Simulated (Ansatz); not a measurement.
# C2H2AlF: how energies converge with the basis set

One table from this session's results is given with a row withheld; the runs are named, their logs left out.

Program: Ansatz 0.2.0, Gaussian basis. Level of theory: one geometry, several basis sets. These are calculated values, not measurements.

Levels to be run: PBE0-D4/def2-SVP; ωB97M-V/def2-SVP; PBE0-D4/def2-QZVPP; ωB97M-V/def2-QZVPP; the functionals' def2-TZVPP values are taken from earlier runs.

### The geometry

An earlier PBE0-D4 in a triple-zeta def2 set relaxation fixed the geometry.

SMILES `C#[C][AlH][F]`, 6 atoms, charge 0, spin multiplicity 1.

Atoms are counted from 1 here; the program's logs count them from 0.

Bond lengths: C1–C2 1.210 Å, C1–H5 1.067 Å, C2–Al3 1.894 Å, Al3–F4 1.645 Å, Al3–H6 1.567 Å. Angles: C2–C1–H5 179.7°, C1–C2–Al3 178.2°, C2–Al3–F4 117.6°, C2–Al3–H6 124.1°, F4–Al3–H6 118.2°.

The first run:

File in.yaml:

```yaml
crystal:
  periodic: [false, false, false]
  atoms:
    - {symbol: C, position_ang: [1.661888, -0.284785, -0.787047]}
    - {symbol: C, position_ang: [0.576934, -0.111614, -0.280488]}
    - {symbol: Al, position_ang: [-1.100237, 0.209681, 0.538117]}
    - {symbol: F, position_ang: [-2.307588, -0.871416, 0.253864]}
    - {symbol: H, position_ang: [2.616996, -0.441715, -1.235955]}
    - {symbol: H, position_ang: [-1.405893, 1.435748, 1.465308]}
basis:
  gaussian: {orbitals: def2-SVP}
hamiltonian: {xc: pbe0, dispersion: d4}
output: {orbitals: {seedname: orbitals}}
```

Steps of the session up to this table: PBE0-D4 in def2-SVP; ωB97M-V in def2-SVP; PBE0-D4 in def2-QZVPP; ωB97M-V in def2-QZVPP.

One table of the session follows, with a row left open; its other results are not shown here.

It belongs to the step «Functionals by basis». 

```
functional       basis  HOMO (eV)  LUMO (eV)
   PBE0-D4    def2-SVP          ?          ?
   PBE0-D4  def2-TZVPP      -8.53      -1.58
   PBE0-D4  def2-QZVPP      -8.54      -1.61
   ωB97M-V    def2-SVP     -10.70       0.35
   ωB97M-V  def2-TZVPP     -10.79       0.15
   ωB97M-V  def2-QZVPP     -10.81       0.02
```

Q: Estimate the row for PBE0-D4, def2-SVP from the others.

The run gave: HOMO (eV): -8.46; LUMO (eV): -1.47. In the column «HOMO (eV)» it is the highest.
